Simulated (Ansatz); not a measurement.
# AlGa7As8: the cost of one run

Computed with Ansatz 0.2.0 (DFT PBEsol, scalar-relativistic, plane waves, PAW, unless a step's input says otherwise).

That is the level of the relaxation; later steps name their own.

1 further run of the same task is left out (set aside as unsound or not needed).

## Step 1: The structure to begin with

The structure is cubic, space group F-43m (No. 216). Conventional cell: a = 11.322 Å, b = 11.322 Å, c = 11.322 Å, α = 90.00°, β = 90.00°, γ = 90.00°. Al (site symmetry -43m) is surrounded by 4 As at 2.45 Å. Ga (site symmetry 2mm) is surrounded by 4 As at 2.45 Å. Ga (site symmetry -43m) is surrounded by 4 As at 2.45 Å. As (site symmetry 3m) is surrounded by 3 Ga at 2.45 Å and 1 Al at 2.45 Å. As (site symmetry 3m) has 4 Ga at 2.45 Å as nearest neighbours.

As a file:

```cif
data_structure
_symmetry_space_group_name_H-M 'F-43m'
_symmetry_Int_Tables_number 216
_cell_length_a 11.3219
_cell_length_b 11.3219
_cell_length_c 11.3219
_cell_angle_alpha 90.000
_cell_angle_beta 90.000
_cell_angle_gamma 90.000
_cell_volume 1451.32
loop_
_atom_site_label
_atom_site_type_symbol
_atom_site_symmetry_multiplicity
_atom_site_Wyckoff_symbol
_atom_site_fract_x
_atom_site_fract_y
_atom_site_fract_z
_atom_site_occupancy
Al1 Al 4 a 0.00000 0.00000 0.00000 1
Ga1 Ga 24 g 0.25000 0.25000 0.49982 1
Ga2 Ga 4 b 0.00000 0.00000 0.50000 1
As1 As 16 e 0.12499 0.12499 0.12499 1
As2 As 16 e 0.37499 0.87499 0.12501 1
```

This cell was relaxed beforehand with the same method: volume 22.68 Å³/atom, gap on the mesh 0.55 eV.

## Step 2: Band edges over the whole zone

The input, input.yaml:

```yaml
crystal:
  lattice:
    - [-5.6609690722, 5.6609690722, 0.0]
    - [-5.6609690722, 0.0, 5.6609690722]
    - [0.0, 5.6609690722, 5.6609690722]
  atoms:
    - { symbol: Al, position: [0.0, 0.0, 0.0] }
    - { symbol: Ga, position: [0.5001772101, -0.0001772101, -0.0001772101] }
    - { symbol: Ga, position: [-0.0001772101, 0.5001772101, -0.0001772101] }
    - { symbol: Ga, position: [-0.0001772101, -0.0001772101, 0.5001772101] }
    - { symbol: Ga, position: [0.5001772101, 0.5001772101, -0.0001772101] }
    - { symbol: Ga, position: [0.5001772101, -0.0001772101, 0.5001772101] }
    - { symbol: Ga, position: [-0.0001772101, 0.5001772101, 0.5001772101] }
    - { symbol: Ga, position: [0.5, 0.5, 0.5] }
    - { symbol: As, position: [0.8750091989, 0.8750091989, 0.3749724033] }
    - { symbol: As, position: [0.3749877706, 0.8750366881, 0.3749877706] }
    - { symbol: As, position: [0.8750366881, 0.3749877706, 0.3749877706] }
    - { symbol: As, position: [0.8750091989, 0.8750091989, 0.8750091989] }
    - { symbol: As, position: [0.3749877706, 0.3749877706, 0.3749877706] }
    - { symbol: As, position: [0.3749724033, 0.8750091989, 0.8750091989] }
    - { symbol: As, position: [0.8750091989, 0.3749724033, 0.8750091989] }
    - { symbol: As, position: [0.3749877706, 0.3749877706, 0.8750366881] }
basis:
  ecutwfc: 420
kpoints:
  mp_grid: { grid: [6, 6, 6] }
  band_path: { path: [VBM, CBM], npoints: 2 }
hamiltonian:
  xc: pbesol
scf:
  occupations: { method: gaussian, width: 0.02 }
output:
  forces: true
  stress: true
  eigenvalues: true
```

The run is started by

```sh
> ansatz run input.yaml --threads 4 --pin off --max-ram 10240MiB --backend cpu --events-out ev --progress --plain --runs-dir out
```

Q: Estimate wall time and peak memory on 4 threads of Intel Xeon at 2.70GHz, shared host.

About 84 s, with a peak of 1.6 GiB.
